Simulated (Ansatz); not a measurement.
# C₁₀H₂₀: up Jacob's ladder to CCSD(T)

An exercise on one series of results from a longer session: the logs are not shown, and one member is left open.

The runs use Ansatz 0.2.0, Gaussian basis; functionals in def2-TZVPP, the program's frozen cores in correlated methods.

Plan: PBE-D4, r2SCAN-D4, PBE0-D4, B3LYP-D4, ωB97X-V, ωB97M-V, B2PLYP; CCSD(T)/def2-TZVPP; MP2/def2-QZVPP; extrapolation to the limit.

**The geometry**

All runs share one geometry, relaxed beforehand with PBE0-D4 in a triple-zeta def2 set.

SMILES `C=CCCCCCCCC`, 30 atoms, charge 0, spin multiplicity 1.

Atoms are counted from 1 here; the program's logs count them from 0.

Bond lengths: C1–C2 1.326 Å, C1–H11 1.086 Å, C1–H12 1.084 Å, C2–C3 1.492 Å, C2–H13 1.090 Å, C3–C4 1.530 Å, C3–H14 1.096 Å, C3–H15 1.098 Å, C4–C5 1.526 Å, C4–H16 1.094 Å, C4–H17 1.097 Å, C5–C6 1.525 Å, C5–H18 1.096 Å, C5–H19 1.095 Å, C6–C7 1.531 Å, C6–H20 1.096 Å, C6–H21 1.094 Å, C7–C8 1.526 Å and more. Angles: C2–C1–H11 121.3°, C2–C1–H12 121.8°, H11–C1–H12 116.9°, C1–C2–C3 125.2°, C1–C2–H13 118.9°, C3–C2–H13 116.0°, C2–C3–C4 115.2°, C2–C3–H14 109.2°, C2–C3–H15 108.3°, C4–C3–H14 109.3°, C4–C3–H15 107.9°, H14–C3–H15 106.5°, C3–C4–C5 114.9°, C3–C4–H16 107.3°, C3–C4–H17 109.5°, C5–C4–H16 109.3°, C5–C4–H17 109.5°, H16–C4–H17 105.9° and more.

The first run:

in.yaml reads:

```yaml
crystal:
  periodic: [false, false, false]
  atoms:
    - {symbol: C, position_ang: [-1.363347, 1.988493, 1.721717]}
    - {symbol: C, position_ang: [-1.467660, 2.252783, 0.426640]}
    - {symbol: C, position_ang: [-0.354416, 2.727385, -0.445423]}
    - {symbol: C, position_ang: [-0.085753, 1.870201, -1.683975]}
    - {symbol: C, position_ang: [0.383372, 0.447501, -1.390680]}
    - {symbol: C, position_ang: [-0.744248, -0.557225, -1.182997]}
    - {symbol: C, position_ang: [-0.277603, -1.977931, -0.856648]}
    - {symbol: C, position_ang: [-0.224599, -2.309417, 0.632433]}
    - {symbol: C, position_ang: [0.731626, -1.476698, 1.477465]}
    - {symbol: C, position_ang: [2.195988, -1.662711, 1.116597]}
    - {symbol: H, position_ang: [-0.417744, 2.095071, 2.244936]}
    - {symbol: H, position_ang: [-2.213913, 1.658525, 2.306901]}
    - {symbol: H, position_ang: [-2.435535, 2.131337, -0.058874]}
    - {symbol: H, position_ang: [0.562324, 2.802766, 0.149616]}
    - {symbol: H, position_ang: [-0.590437, 3.744752, -0.783141]}
    - {symbol: H, position_ang: [0.674222, 2.386391, -2.278619]}
    - {symbol: H, position_ang: [-0.986226, 1.836904, -2.309672]}
    - {symbol: H, position_ang: [0.998755, 0.093719, -2.225733]}
    - {symbol: H, position_ang: [1.046012, 0.463592, -0.519274]}
    - {symbol: H, position_ang: [-1.343293, -0.573123, -2.100558]}
    - {symbol: H, position_ang: [-1.414915, -0.207518, -0.391999]}
    - {symbol: H, position_ang: [-0.959193, -2.694776, -1.325036]}
    - {symbol: H, position_ang: [0.699372, -2.157752, -1.320491]}
    - {symbol: H, position_ang: [-1.235959, -2.201632, 1.041375]}
    - {symbol: H, position_ang: [0.037291, -3.368508, 0.747100]}
    - {symbol: H, position_ang: [0.587331, -1.749274, 2.528475]}
    - {symbol: H, position_ang: [0.456835, -0.419129, 1.407526]}
    - {symbol: H, position_ang: [2.406113, -1.355386, 0.089483]}
    - {symbol: H, position_ang: [2.844202, -1.076364, 1.772247]}
    - {symbol: H, position_ang: [2.491397, -2.711955, 1.210619]}
basis:
  gaussian: {orbitals: def2-TZVPP}
hamiltonian: {xc: pbe, dispersion: d4}
output: {forces: true, orbitals: {seedname: orbitals}}
```

Launch:

```bash
> ansatz run in.yaml --threads 4 --pin off --events-out ev --progress --plain --max-ram 66560MiB --backend cuda --devices 0, --max-vram 37GiB
```

Steps of the session up to this table: PBE-D4 (GGA); r2SCAN-D4 (meta-GGA); PBE0-D4 (hybrid); B3LYP-D4 (hybrid); ωB97X-V (range-separated); ωB97M-V (range-separated); B2PLYP (double hybrid); CCSD(T) in def2-TZVPP; MP2 in def2-QZVPP.

One table of the session follows, with a row left open; its other results are not shown here.

It belongs to the step «Atomisation energies». 

```
            method  atomisation energy (kJ/mol)
            PBE-D4                      12438.7
         r2SCAN-D4                      12233.0
           PBE0-D4                      12309.9
          B3LYP-D4                      12218.7
           ωB97X-V                      12219.4
           ωB97M-V                      12238.8
            B2PLYP                      12087.7
     HF/def2-TZVPP                       9252.8
    MP2/def2-TZVPP                      12073.6
   CCSD/def2-TZVPP                      11808.6
CCSD(T)/def2-TZVPP                      11955.7
           MP2/CBS                      12319.8
       CCSD(T)/CBS                            ?
```

**Question.** Estimate the row for CCSD(T)/CBS.

As computed: atomisation energy (kJ/mol): 12201.8. In the column «atomisation energy (kJ/mol)» it lies between B2PLYP (12087.7) and B3LYP-D4 (12218.7).
